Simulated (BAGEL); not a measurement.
# HF/3-21G (density fitting with cc-pvqz-jkfit) run of C3H5Ga (SMILES C#[C][GaH][CH3])

Aim: the vertical singlet–triplet gap of C3H5Ga at HF/3-21G (density fitting with cc-pvqz-jkfit), from 2 runs. 

The results are computed with BAGEL 1.2.2.

6 further runs of the same task are left out: 5 that didn't finish, 1 set aside as unsound or not needed.

## 1. Starting point

C3H5Ga: 9 atoms, total charge 0, spin state singlet. SMILES: `C#[C][GaH][CH3]`. The shape is that of a PBE0-D4/def2-TZVP optimisation.

Bond lengths: C1–C2 1.210 Å, C2–Ga3 1.925 Å, Ga3–C4 1.958 Å, C1–H5 1.066 Å, Ga3–H6 1.564 Å, C4–H7 1.093 Å, C4–H8 1.090 Å, C4–H9 1.094 Å. Some angles: C1–C2–Ga3 179.3°, C2–Ga3–C4 117.4°, C2–C1–H5 179.8°, C2–Ga3–H6 117.1°, C4–Ga3–H6 125.5°, Ga3–C4–H7 109.9°, Ga3–C4–H8 112.6°, Ga3–C4–H9 109.4°, H7–C4–H8 109.1°, H7–C4–H9 106.9°.

## 2. The energy at HF/3-21G (density fitting with cc-pvqz-jkfit)

Input file calc.json:

```json
{ "bagel": [

{
  "title": "molecule",
  "basis": "3-21g",
  "df_basis": "cc-pvqz-jkfit",
  "angstrom": true,
  "geometry": [
    { "atom": "C", "xyz": [    1.498700,    0.816800,   -2.138700 ] },
    { "atom": "C", "xyz": [    0.950000,    0.745200,   -1.062800 ] },
    { "atom": "Ga", "xyz": [    0.068800,    0.611200,    0.643700 ] },
    { "atom": "C", "xyz": [   -1.036100,   -0.972500,    0.966400 ] },
    { "atom": "H", "xyz": [    1.983700,    0.883100,   -3.086100 ] },
    { "atom": "H", "xyz": [    0.292600,    1.783100,    1.655500 ] },
    { "atom": "H", "xyz": [   -0.451400,   -1.877200,    0.782100 ] },
    { "atom": "H", "xyz": [   -1.435200,   -1.006300,    1.980000 ] },
    { "atom": "H", "xyz": [   -1.871000,   -0.983500,    0.260000 ] }
  ]
},
{ "title": "hf" },
{ "title": "print", "file": "orbitals.molden", "orbitals": true }

]}
```

Command:

```sh
$ BAGEL_NUM_THREADS=1 BAGEL calc.json > calc.out
```

The program printed:

```text
* using 1 threads per process

  ===============================================================
  ===============================================================

  *** Geometry ***

  { "atom" : "C", "xyz" : [      2.832133,      1.543528,     -4.041557 ] },
  { "atom" : "C", "xyz" : [      1.795240,      1.408224,     -2.008401 ] },
  { "atom" : "Ga", "xyz" : [      0.130013,      1.155001,      1.216417 ] },
  { "atom" : "C", "xyz" : [     -1.957945,     -1.837759,      1.826231 ] },
  { "atom" : "H", "xyz" : [      3.748650,      1.668817,     -5.831884 ] },
  { "atom" : "H", "xyz" : [      0.552934,      3.369571,      3.128442 ] },
  { "atom" : "H", "xyz" : [     -0.853022,     -3.547394,      1.477955 ] },
  { "atom" : "H", "xyz" : [     -2.712135,     -1.901631,      3.741658 ] },
  { "atom" : "H", "xyz" : [     -3.535678,     -1.858546,      0.491329 ] },

  Number of auxiliary basis functions:      791

  Since a DF basis is specified, we compute 2- and 3-index integrals:
    o Being stored without compression. Storage requirement is 0.022 GB

  Number of basis functions:       59
  Number of electrons      :       54

    * METHOD: MOLECULE                             0.48

  *** RHF ***

  === Nuclear Repulsion ===
   215.0785741606

      * DIIS with orbital gradients will be used.

  === RHF iteration (3-21g) ===
      0      -2029.57799898          0.01725789           0.08
      1      -2029.66187884          0.00657456           0.07
      2      -2029.67430547          0.00218748           0.07
      3      -2029.67565881          0.00086380           0.07
      4      -2029.67588014          0.00010902           0.07
      5      -2029.67588841          0.00005364           0.07
      6      -2029.67589107          0.00003315           0.07
      7      -2029.67589265          0.00001281           0.07
      8      -2029.67589292          0.00000312           0.07
      9      -2029.67589292          0.00000171           0.07
     10      -2029.67589292          0.00000069           0.07
     11      -2029.67589292          0.00000018           0.07
     12      -2029.67589292          0.00000003           0.07
     13      -2029.67589292          0.00000001           0.07
     14      -2029.67589292          0.00000000           0.07
    * SCF iteration converged.

    * Permanent dipole moment:
           (    0.085953,     0.188170,     0.062059) a.u.

    * METHOD: HF                                   1.23

    * METHOD: PRINT                                0.00

  ===============================================================
```

It took 1.9 s on 1 thread of Intel Xeon 6975P-C (Granite Rapids), shared host; peak memory 0.14 GiB.

## 3. The triplet, same level

Input file calc.json:

```json
{ "bagel": [

{
  "title": "molecule",
  "basis": "3-21g",
  "df_basis": "cc-pvqz-jkfit",
  "angstrom": "true",
  "geometry": [
    { "atom": "C", "xyz": [       1.498700,       0.816800,      -2.138700 ] },
    { "atom": "C", "xyz": [       0.950000,       0.745200,      -1.062800 ] },
    { "atom": "Ga", "xyz": [       0.068800,       0.611200,       0.643700 ] },
    { "atom": "C", "xyz": [      -1.036100,      -0.972500,       0.966400 ] },
    { "atom": "H", "xyz": [       1.983700,       0.883100,      -3.086100 ] },
    { "atom": "H", "xyz": [       0.292600,       1.783100,       1.655500 ] },
    { "atom": "H", "xyz": [      -0.451400,      -1.877200,       0.782100 ] },
    { "atom": "H", "xyz": [      -1.435200,      -1.006300,       1.980000 ] },
    { "atom": "H", "xyz": [      -1.871000,      -0.983500,       0.260000 ] }
  ]
},

{
  "title": "uhf",
  "nopen": 2
},

{
  "title": "print",
  "file": "orbitals.molden",
  "orbitals": "true"
}

]}
```

Command:

```sh
$ BAGEL_NUM_THREADS=1 BAGEL calc.json > calc.out
```

The program printed:

```text
* using 1 threads per process

  ===============================================================
  ===============================================================

  *** Geometry ***

  { "atom" : "C", "xyz" : [      2.832133,      1.543528,     -4.041557 ] },
  { "atom" : "C", "xyz" : [      1.795240,      1.408224,     -2.008401 ] },
  { "atom" : "Ga", "xyz" : [      0.130013,      1.155001,      1.216417 ] },
  { "atom" : "C", "xyz" : [     -1.957945,     -1.837759,      1.826231 ] },
  { "atom" : "H", "xyz" : [      3.748650,      1.668817,     -5.831884 ] },
  { "atom" : "H", "xyz" : [      0.552934,      3.369571,      3.128442 ] },
  { "atom" : "H", "xyz" : [     -0.853022,     -3.547394,      1.477955 ] },
  { "atom" : "H", "xyz" : [     -2.712135,     -1.901631,      3.741658 ] },
  { "atom" : "H", "xyz" : [     -3.535678,     -1.858546,      0.491329 ] },

  Number of auxiliary basis functions:      791

  Since a DF basis is specified, we compute 2- and 3-index integrals:
    o Being stored without compression. Storage requirement is 0.022 GB

  Number of basis functions:       59
  Number of electrons      :       54

    * METHOD: MOLECULE                             0.44

  *** Open-shell HF ***

  === Nuclear Repulsion ===
   215.0785741606

      * DIIS with orbital gradients will be used.

  === UHF iteration (3-21g) ===
      0      -2029.33763340          0.03332231           0.16
      1      -2029.43659518          0.01956993           0.15
      2      -2029.46218217          0.01156273           0.15
      3      -2029.47746193          0.00229624           0.15
      4      -2029.47931085          0.00128303           0.15
      5      -2029.48061259          0.00110721           0.15
      6      -2029.48171526          0.00114587           0.15
      7      -2029.48030548          0.00092866           0.15
      8      -2029.47992923          0.00055484           0.15
      9      -2029.48036411          0.00042148           0.15
     10      -2029.48098772          0.00028945           0.15
     11      -2029.48134993          0.00016204           0.15
     12      -2029.48145463          0.00012223           0.15
     13      -2029.48151516          0.00009249           0.15
     14      -2029.48153445          0.00009002           0.15
     15      -2029.48153760          0.00009120           0.15
     16      -2029.48153242          0.00008853           0.15
     17      -2029.48153091          0.00008925           0.14
     18      -2029.48153670          0.00009011           0.15
     19      -2029.48153469          0.00008940           0.15
     20      -2029.48153927          0.00009192           0.15
     21      -2029.48153447          0.00009025           0.15
     22      -2029.48153139          0.00008940           0.15
     23      -2029.48152962          0.00008786           0.15
     24      -2029.48153065          0.00007600           0.15
     25      -2029.48154270          0.00005767           0.15
     26      -2029.48155530          0.00003483           0.16
     27      -2029.48155695          0.00002922           0.15
     28      -2029.48155993          0.00002266           0.17
     29      -2029.48156092          0.00001300           0.15
     30      -2029.48156136          0.00001055           0.15
     31      -2029.48156162          0.00000677           0.14
     32      -2029.48156173          0.00000531           0.15
     33      -2029.48156178          0.00000453           0.15
     34      -2029.48156186          0.00000311           0.15
     35      -2029.48156185          0.00000240           0.15
     36      -2029.48156187          0.00000206           0.15
     37      -2029.48156186          0.00000146           0.15
     38      -2029.48156186          0.00000120           0.15
     39      -2029.48156186          0.00000095           0.15
     40      -2029.48156187          0.00000095           0.15
     41      -2029.48156187          0.00000099           0.15
     42      -2029.48156187          0.00000097           0.15
     43      -2029.48156187          0.00000099           0.15
     44      -2029.48156186          0.00000089           0.15
     45      -2029.48156186          0.00000070           0.16
     46      -2029.48156187          0.00000046           0.15
     47      -2029.48156187          0.00000025           0.16
     48      -2029.48156187          0.00000018           0.15
     49      -2029.48156187          0.00000014           0.15
     50      -2029.48156187          0.00000011           0.16
     51      -2029.48156187          0.00000008           0.15
     52      -2029.48156187          0.00000006           0.15
     53      -2029.48156187          0.00000006           0.15
     54      -2029.48156187          0.00000003           0.15
     55      -2029.48156187          0.00000002           0.15
     56      -2029.48156187          0.00000001           0.15
     57      -2029.48156187          0.00000001           0.15
     58      -2029.48156187          0.00000001           0.15
    * SCF iteration converged.

    * S^2 (UHF) is 2.1598

    * Permanent dipole moment:
           (    0.221037,     0.787985,     0.579696) a.u.

    * METHOD: UHF                                  9.06

    * METHOD: PRINT                                0.00

  ===============================================================
```

It took 9.9 s on 1 thread of Intel Xeon 6975P-C (Granite Rapids), shared host; peak memory 0.14 GiB.

## 4. What came out

At HF/3-21G (density fitting with cc-pvqz-jkfit):

```
                                        quantity           value
                           singlet: total energy  -2029.67589 Eh
                          singlet: dipole moment          0.55 D
                            singlet: HOMO energy       -10.28 eV
                            singlet: LUMO energy         1.44 eV
                          singlet: HOMO–LUMO gap        11.73 eV
                           triplet: total energy  -2029.48156 Eh
                          triplet: dipole moment          2.55 D
                                   triplet: ⟨S²⟩           2.160
vertical energy of the triplet above the singlet        5.288 eV
```

What this shows: At this shape the triplet lies 5.29 eV (510 kJ/mol) above the singlet. ⟨S²⟩ (triplet) is 2.16 where a pure triplet has 2.00: the reference is spin-contaminated.
